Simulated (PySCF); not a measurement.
# C4H9AlCl2 (AlCl2(iBu)): the cost of one run

The runs use PySCF 2.14.0, with density-fitted response routines of our own; the level of theory stands in each step. All values are computed, except where a source is named. Atoms are numbered from 0 throughout.

## 1. The starting structure

16 atoms, charge 0, multiplicity 1; geometry from: GFN2-xTB. The atoms were then displaced at random by about 0.03 Å, so the start is not that level's minimum.

Bonds of the start (Å): Al0–Cl1 1.96, Al0–Cl2 2.16, Al0–C3 1.92, C3–C4 1.59, C3–H7 1.14, C3–H8 1.07, C4–C5 1.50, C4–C6 1.49, C4–H9 1.10, C5–H10 1.06, C5–H11 1.06, C5–H12 1.02, C6–H13 1.07, C6–H14 1.12, C6–H15 1.06.

## 2. Relaxing the molecule at PBE0-D3(BJ)/def2-SVP

What the job is given:

```
{"job": {"xc": "PBE0", "basis": "def2-SVP", "d3": "d3bj", "grid": 1, "maxiter": 40, "shake": 0.03, "kind": "geom"}, "charge": 0, "multiplicity": 1}
Al     0.982690     1.448620     1.163210
Cl     2.944260     1.538990     1.206850
Cl    -0.096330     3.320000     1.132190
C      0.009210    -0.200540     1.253380
C     -0.457310    -0.787160    -0.151330
C      0.804400    -1.014440    -0.931390
C     -1.318230     0.202380    -0.866310
H     -0.968790    -0.064380     1.823770
H      0.498630    -0.940180     1.857980
H     -0.995820    -1.722370     0.038960
H      1.330100    -0.093460    -1.028180
H      0.600610    -1.429660    -1.887070
H      1.385610    -1.695560    -0.435040
H     -0.861560     1.161860    -0.983310
H     -2.268800     0.378690    -0.303790
H     -1.623030    -0.136730    -1.823520
```

On the command line:

```
$ OMP_NUM_THREADS=1 python probes_run.py task.json out
```

The driver reads the jobs from task.json and runs them one after another.

Q: Estimate the wall time and peak memory of this first job on 1 thread of Intel Xeon at 2.50GHz, shared host.

About 3.7 min, with a peak of 0.62 GiB.
